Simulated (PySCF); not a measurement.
# CoHCl: quartet, from a bent start

The task is one start of a wider search on CoHCl: the quartet, from a bent start. It is relaxed, tested by its Hessian and followed downhill if it is a saddle.

Method: PBE0, basis Co def2-TZVP, H def2-TZVP, Cl def2-TZVP, no relativity, density fitting; program: PySCF 2.14.0.

**1. The starting structure**

3 atoms, charge 0, spin multiplicity 4.

Bond lengths: Co1–H2 1.430 Å, Co1–Cl3 2.100 Å. Angles: H2–Co1–Cl3 110.0°.

```xyz
3
charge 0 multiplicity 4
Co    0.0000    0.0000    0.0000
H    -1.1714    0.0000    0.8202
Cl    1.7202    0.0000    1.2045
```

**2. The SCF at the typed geometry**

The steps below are one call of a driver around PySCF. For each, scf.py gives the equivalent set-up of the SCF; relaxations use the driver's own optimiser. After this first run the driver tries any further starts and a stability analysis.

Contents of scf.py:

```python
from pyscf import gto, scf, dft
mol = gto.M(atom='''
Co     0.000000     0.000000     0.000000
H     -1.171400     0.000000     0.820200
Cl     1.720200     0.000000     1.204500''',
    basis={'Co': 'def2-TZVP', 'H': 'def2-TZVP', 'Cl': 'def2-TZVP'},
    charge=0, spin=3)
mf = dft.UKS(mol, xc='PBE0')
mf.grids.atom_grid = (50, 194)
aux = {'Co': 'def2-universal-JKFIT', 'H': 'def2-universal-JKFIT', 'Cl': 'def2-universal-JKFIT'}
mf = mf.density_fit(auxbasis=aux)
mf.conv_tol = 1e-08
mf.diis_space = 10
mf.max_cycle = 60
mf.init_guess = 'minao'
mf.verbose = 4
mf.kernel()
```

Launch:

```bash
$ OMP_NUM_THREADS=2 python axn.py task.json out
```

Output:

```text
init E= -1842.28524862923
[... the frontier-level lines of each cycle are left out ...]
cycle= 1 E= -1826.82664845702  delta_E= 15.5  |g|= 5.69  |ddm|= 8.92
cycle= 2 E= -1796.37312410772  delta_E= 30.5  |g|= 11.6  |ddm|= 12.4
cycle= 3 E= -1831.73977223665  delta_E= -35.4  |g|= 7.07  |ddm|= 7.24
cycle= 4 E= -1831.65954894602  delta_E= 0.0802  |g|=  6.4  |ddm|= 1.85
cycle= 5 E= -1835.34773073001  delta_E= -3.69  |g|= 5.75  |ddm|= 1.75
cycle= 6 E= -1838.826829072  delta_E= -3.48  |g|= 4.12  |ddm|= 1.19
cycle= 7 E= -1841.68891908219  delta_E= -2.86  |g|=  2.5  |ddm|= 0.875
cycle= 8 E= -1841.33198847122  delta_E= 0.357  |g|= 2.64  |ddm|= 0.406
cycle= 9 E= -1841.66804399668  delta_E= -0.336  |g|= 2.44  |ddm|= 0.144
cycle= 10 E= -1841.99269350851  delta_E= -0.325  |g|= 2.18  |ddm|= 0.474
cycle= 11 E= -1842.48323549029  delta_E= -0.491  |g|= 1.63  |ddm|= 0.302
cycle= 12 E= -1842.84903974588  delta_E= -0.366  |g|= 1.21  |ddm|= 1.01
cycle= 13 E= -1843.18341444386  delta_E= -0.334  |g|= 0.188  |ddm|= 0.432
cycle= 14 E= -1843.19778618754  delta_E= -0.0144  |g|= 0.0397  |ddm|= 0.146
cycle= 15 E= -1843.19920854206  delta_E= -0.00142  |g|= 0.0159  |ddm|= 0.0533
cycle= 16 E= -1843.1998214126  delta_E= -0.000613  |g|= 0.0113  |ddm|= 0.0331
cycle= 17 E= -1843.20030674099  delta_E= -0.000485  |g|= 0.0102  |ddm|= 0.0286
cycle= 18 E= -1843.20096251477  delta_E= -0.000656  |g|= 0.00884  |ddm|= 0.0389
cycle= 19 E= -1843.20162789002  delta_E= -0.000665  |g|= 0.00892  |ddm|= 0.0396
cycle= 20 E= -1843.20186509248  delta_E= -0.000237  |g|= 0.00892  |ddm|= 0.0141
cycle= 21 E= -1843.2019063256  delta_E= -4.12e-05  |g|= 0.00892  |ddm|= 0.0025
cycle= 22 E= -1843.20046798702  delta_E= 0.00144  |g|= 0.00855  |ddm|= 0.09
cycle= 23 E= -1843.20019267526  delta_E= 0.000275  |g|= 0.0079  |ddm|= 0.0186
cycle= 24 E= -1843.19735885918  delta_E= 0.00283  |g|= 0.0187  |ddm|= 0.271
cycle= 25 E= -1843.19717370228  delta_E= 0.000185  |g|= 0.025  |ddm|= 0.0158
cycle= 26 E= -1843.19713504339  delta_E= 3.87e-05  |g|= 0.025  |ddm|= 0.101
cycle= 27 E= -1843.19728297558  delta_E= -0.000148  |g|= 0.022  |ddm|= 0.021
cycle= 28 E= -1843.19736589419  delta_E= -8.29e-05  |g|= 0.0184  |ddm|= 0.00649
cycle= 29 E= -1843.19746331608  delta_E= -9.74e-05  |g|= 0.0046  |ddm|= 0.0453
cycle= 30 E= -1843.19745570676  delta_E= 7.61e-06  |g|= 0.00168  |ddm|= 0.0418
cycle= 31 E= -1843.19745228469  delta_E= 3.42e-06  |g|= 0.00265  |ddm|= 0.0197
cycle= 32 E= -1843.19745513909  delta_E= -2.85e-06  |g|= 0.00051  |ddm|= 0.0082
cycle= 33 E= -1843.19745574037  delta_E= -6.01e-07  |g|= 0.000495  |ddm|= 0.00386
cycle= 34 E= -1843.19745588793  delta_E= -1.48e-07  |g|= 7.98e-05  |ddm|= 0.00143
cycle= 35 E= -1843.19745590833  delta_E= -2.04e-08  |g|= 4.82e-05  |ddm|= 0.000386
cycle= 36 E= -1843.19745590631  delta_E= 2.02e-09  |g|= 2.52e-05  |ddm|= 0.000357
Extra cycle  E= -1843.19745590731  delta_E= -9.98e-10  |g|= 3.94e-05  |ddm|= 5.56e-05
converged SCF energy = -1843.19745590731  <S^2> = 3.7658101  2S+1 = 4.0078972
```

This step, with its further starts and checks, ran for 22 s (2 threads of Arm Neoverse V2, shared host).

The starts that the driver tried:

```csv
start,energy (Eh)
the minimal-basis guess,-1843.197456
a thermally smeared density,-1843.196493
a smeared PBE density,-1843.206961
```

This is not the lowest solution: one lies 25.0 kJ/mol lower, at -1843.20696 Eh, and the relaxation starts from that.

**3. Bent start, quartet: relaxation**

The program finds Cs symmetry in the start, which this walk keeps. The walk stops when the largest gradient is under 0.0003 Eh/bohr and the energy has settled too.

scf.py, as its differences from that of step 2:

```diff
@@ -3,3 +3,3 @@
-Co     0.000000     0.000000     0.000000
-H     -1.171400     0.000000     0.820200
-Cl     1.720200     0.000000     1.204500''',
+Co    -0.621356     0.000000    -0.452499
+H     -1.792756     0.000000     0.367701
+Cl     1.098844     0.000000     0.752001''',
@@ -15 +14,0 @@
-mf.init_guess = 'minao'
```

Energy and gradient, step by step:

```csv
step,energy (Eh),change (kJ/mol),largest symmetric gradient (Eh/bohr)
0,-1843.206961,0.00,0.03724
1,-1843.212980,-15.80,0.02240
2,-1843.219409,-32.68,0.01537
3,-1843.220202,-34.76,0.01446
4,-1843.222166,-39.92,0.01185
5,-1843.223831,-44.29,0.00963
6,-1843.225152,-47.76,0.00353
7,-1843.225733,-49.28,0.00794
8,-1843.226105,-50.26,0.00404
9,-1843.226203,-50.52,0.00186
10,-1843.226215,-50.55,0.00052
11,-1843.226215,-50.55,0.00002
```

The walk took 29 s.

Positions (Å) and forces (eV/Å) along the way:

```
step 0
Co  -0.621   0.000  -0.453   1.109   0.000  -0.665
H   -1.793   0.000   0.368  -1.915   0.000   0.607
Cl   1.099   0.000   0.752   0.806   0.000   0.058
step 1
Co  -0.609   0.000  -0.421   0.726   0.000   0.040
H   -1.875   0.000   0.343  -1.151   0.000   0.111
Cl   1.169   0.000   0.745   0.425   0.000  -0.151
step 6
Co  -0.602   0.000   0.007  -0.160   0.000   0.178
H   -2.180   0.000   0.068   0.182   0.000  -0.102
Cl   1.467   0.000   0.592  -0.021   0.000  -0.076
step 11
Co  -0.629   0.000   0.187   0.000   0.000   0.000
H   -2.180   0.000  -0.038   0.001   0.000  -0.002
Cl   1.494   0.000   0.518  -0.001   0.000   0.001
```

End point (C∞v, 11 steps, 50.6 kJ/mol gained): Co–Cl 2.149 Å, Co–H 1.567 Å; Cl–Co–H 179.4°.

**4. Hessian and properties**

The point is checked on the finer grid, and tightened if its gradient asks for it. The Hessian and the dipole derivatives come from central differences of analytic gradients, with steps of 0.02 bohr.

scf.py, as its differences from that of step 3:

```diff
@@ -3,3 +3,3 @@
-Co    -0.621356     0.000000    -0.452499
-H     -1.792756     0.000000     0.367701
-Cl     1.098844     0.000000     0.752001''',
+Co    -0.766406    -0.000000    -0.115659
+H     -2.315644    -0.000000    -0.349455
+Cl     1.358367     0.000000     0.204992''',
@@ -9 +9 @@
-mf.grids.atom_grid = (50, 194)
+mf.grids.atom_grid = (75, 302)
@@ -12 +12 @@
-mf.conv_tol = 1e-08
+mf.conv_tol = 1e-10
```

This SCF starts from the last density.

SCF at the final geometry:

```text
init E= -1843.2261073731
[... the frontier-level lines of each cycle are left out ...]
cycle= 1 E= -1843.22610737311  delta_E= -9.55e-12  |g|= 1.19e-06  |ddm|= 3.05e-06
Extra cycle  E= -1843.2261073731  delta_E= 4.09e-12  |g|= 1.75e-06  |ddm|= 2.57e-06
converged SCF energy = -1843.2261073731  <S^2> = 3.7632921  2S+1 = 4.0066406
```

The whole step took 47 s.

Geometry: C∞v; Co–Cl 2.149 Å, Co–H 1.567 Å; Cl–Co–H 180.0°.

Modes, for the most abundant isotopes:

```
ω (cm⁻¹)  IR (km/mol)
     299          139
     309          138
     412         60.0
    1862          325
```

Every mode is real; the point is a minimum.

The SCF density has lower symmetry than the nuclear frame, so the modes carry no labels; pairs that should be degenerate can split.

Properties at this point:

| Quantity | Value |
| --- | --- |
| Dipole moment | 1.70 D |
| Highest occupied level | -8.52 eV |
| Lowest empty level | -4.02 eV |
| Rotational constants | 0.1577 cm⁻¹ |
| Zero-point energy | 17.2 kJ/mol |
| Principal polarisabilities | 28.0, 28.0, 56.6 bohr³ |
| Atomisation energy without zero-point energy | 632 kJ/mol |
| Principal traceless quadrupole moments about the centre of mass | -8.18, 4.09, 4.09 D Å |
| Entropy at 298.15 K and 1 bar (electronic part: spin only) | 260.7 J/(mol K) |
| Heat capacity Cp at 298.15 K | 49.2 J/(mol K) |
| Enthalpy at 298.15 K above 0 K | 11.64 kJ/mol |
| Rotational symmetry number | 1 |
| Spin squared ⟨S²⟩ | 3.763 |

Populations by atom (charges in e):

| atom | Mulliken | Löwdin | polar tensor | spin (Mulliken) | Mayer order to Co1 |
| --- | --- | --- | --- | --- | --- |
| Co1 | 0.57 | 0.27 | 1.09 | 2.99 | – |
| H2 | -0.14 | -0.18 | -0.42 | -0.04 | 0.95 |
| Cl3 | -0.43 | -0.08 | -0.67 | 0.05 | 0.96 |

Outer orbital energies (eV). α occupied: -12.88, -12.87, -11.67, -11.67, -9.77, -8.66, -8.65, -8.62; empty: -0.14, 0.55, 0.55, 2.66. β occupied: -67.09, -21.89, -10.91, -10.14, -10.14, -8.77, -8.53, -8.52; empty: -4.02, -3.21, -3.20, 0.78.

Mulliken populations on Co1: s 6.70, p 12.43, d 7.30, f 0.00.

**5. Outcome**

| quantity | value |
| --- | --- |
| minimum | quartet, C∞v |
| geometry | Co–Cl 2.149 Å, Co–H 1.567 Å; Cl–Co–H 180.0° |
| wavenumbers (cm⁻¹) | 299, 309, 412, 1862 |
| dipole moment | 1.70 D |
| highest occupied, lowest empty level (either spin) | -8.52, -4.02 eV |
| polar-tensor charge of Co1 | +1.09 e |
| zero-point energy | 17.2 kJ/mol |
| entropy at 298.15 K | 260.7 J/(mol K) |
| atomisation energy (no zero-point energy) | 632 kJ/mol |
| ⟨S²⟩ | 3.763 |

**Reading.** The bent start (Cs) ends in a minimum of C∞v symmetry. The strongest infrared band lies at 1862 cm⁻¹ (stretch). Most of the spin sits on Co1 (Mulliken spin 2.99, against 3 for the whole molecule). The first SCF alone would have been 25 kJ/mol too high. Other starts or spin states, not run here, may lie lower. The SCF density has lower symmetry than the nuclear frame. One determinant may miss the lowest occupation of an open d or f shell.

The search up to here took 98 s.
